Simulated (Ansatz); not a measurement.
**AlH₄NSe: one species, many methods**

The task here is to estimate one member of a computed series from the others.

Program: Ansatz 0.2.0, Gaussian basis. Level of theory: functionals in def2-TZVPP, the program's frozen cores in correlated methods. These are calculated values, not measurements.

Levels to be run: LDA (SPW92), PBE-D4, revPBE-D4, BLYP-D4, r2SCAN-D4, B97M-V, PBE0-D4, B3LYP-D4, r2SCANh-D4, r2SCAN0-D4, HSE06-D4, BHLYP-D4, CAM-B3LYP-D4, LC-ωPBE, ωB97X-V, ωB97M-V, B2PLYP, PBE-QIDH; CCSD(T)/def2-SVP; CCSD(T)/def2-TZVPP; MP2/def2-QZVPP; extrapolation to the limit; RPA on PBE.

## The relaxed structure

All runs share one geometry, relaxed beforehand with PBE0-D4 in a triple-zeta def2 set.

7 atoms, charge 0, spin multiplicity 1.

Atoms are counted from 1 here; the program's logs count them from 0.

Bond lengths: N1–Al2 1.762 Å, N1–H4 1.007 Å, N1–H5 1.007 Å, Al2–Se3 2.323 Å, Al2–H6 1.577 Å, Se3–H7 1.469 Å. Angles: Al2–N1–H4 125.8°, Al2–N1–H5 123.9°, H4–N1–H5 110.3°, N1–Al2–Se3 117.5°, N1–Al2–H6 120.7°, Se3–Al2–H6 121.8°, Al2–Se3–H7 90.6°.

Geometry (Å):

```mol
AlH4NSe
  3D, bonds by distance, orders not assigned

  7  6  0  0  0  0  0  0  0  0999 V2000
   -1.1144    0.4787   -0.8398 N   0  0
    0.0849    0.1131    0.3986 Al  0  0
    1.7507   -1.4139   -0.1385 Se  0  0
   -1.1436    0.0849   -1.7659 H   0  0
   -1.8774    1.1232   -0.7102 H   0  0
    0.0165    0.8045    1.8145 H   0  0
    2.3444   -1.2587    1.1958 H   0  0
  1  2  8  0
  2  3  8  0
  1  4  8  0
  1  5  8  0
  2  6  8  0
  3  7  8  0
M  END
```

The first run:

The input, in.yaml:

```yaml
crystal:
  periodic: [false, false, false]
  atoms:
    - {symbol: N, position_ang: [-1.114392, 0.478749, -0.839843]}
    - {symbol: Al, position_ang: [0.084902, 0.113142, 0.398621]}
    - {symbol: Se, position_ang: [1.750672, -1.413863, -0.138488]}
    - {symbol: H, position_ang: [-1.143565, 0.084892, -1.765915]}
    - {symbol: H, position_ang: [-1.877393, 1.123231, -0.710248]}
    - {symbol: H, position_ang: [0.016545, 0.804488, 1.814519]}
    - {symbol: H, position_ang: [2.344433, -1.258738, 1.195754]}
basis:
  gaussian: {orbitals: def2-TZVPP}
hamiltonian: {xc: lda}
output: {orbitals: {seedname: orbitals}}
```

Command:

```console
ansatz run in.yaml --threads 2 --pin off --events-out ev --progress --plain --max-ram 4352MiB
```

Steps of the session up to this table: LDA; PBE-D4 (GGA); revPBE-D4 (GGA); BLYP-D4 (GGA); r2SCAN-D4 (meta-GGA); B97M-V (meta-GGA); PBE0-D4 (hybrid); B3LYP-D4 (hybrid); r2SCANh-D4 (hybrid); r2SCAN0-D4 (hybrid); HSE06-D4 (hybrid); BHLYP-D4 (hybrid); CAM-B3LYP-D4 (range-separated); LC-ωPBE (range-separated); ωB97X-V (range-separated); ωB97M-V (range-separated); B2PLYP (double hybrid); PBE-QIDH (double hybrid).

One table of the session follows, with a row left open; its other results are not shown here.

It belongs to the step «Frontier levels by functional». 

```
  functional  HOMO (eV)  gap (eV)
 LDA (SPW92)      -6.01      4.65
      PBE-D4      -5.87      4.73
   revPBE-D4      -5.81      4.77
     BLYP-D4          ?         ?
   r2SCAN-D4      -6.15      5.33
      B97M-V      -6.19      5.24
     PBE0-D4      -7.04      6.63
    B3LYP-D4      -6.78      6.20
  r2SCANh-D4      -6.58      6.01
  r2SCAN0-D4      -7.23      7.02
    HSE06-D4      -6.64      5.87
    BHLYP-D4      -8.02      8.39
CAM-B3LYP-D4      -8.30      8.83
     LC-ωPBE      -9.69     11.24
     ωB97X-V      -9.33     10.79
     ωB97M-V      -9.19     10.40
```

Estimate the missing values for BLYP-D4.

Worked estimate for «HOMO (eV)». Against the share of exact exchange, B3LYP-D4 (0.2, -6.78), BHLYP-D4 (0.5, -8.02) give a slope of -4.13 per unit share; at 0 the line stands at -5.95.

As computed: HOMO (eV): -5.69; gap (eV): 4.69. In «HOMO (eV)» the line misses by -0.26.
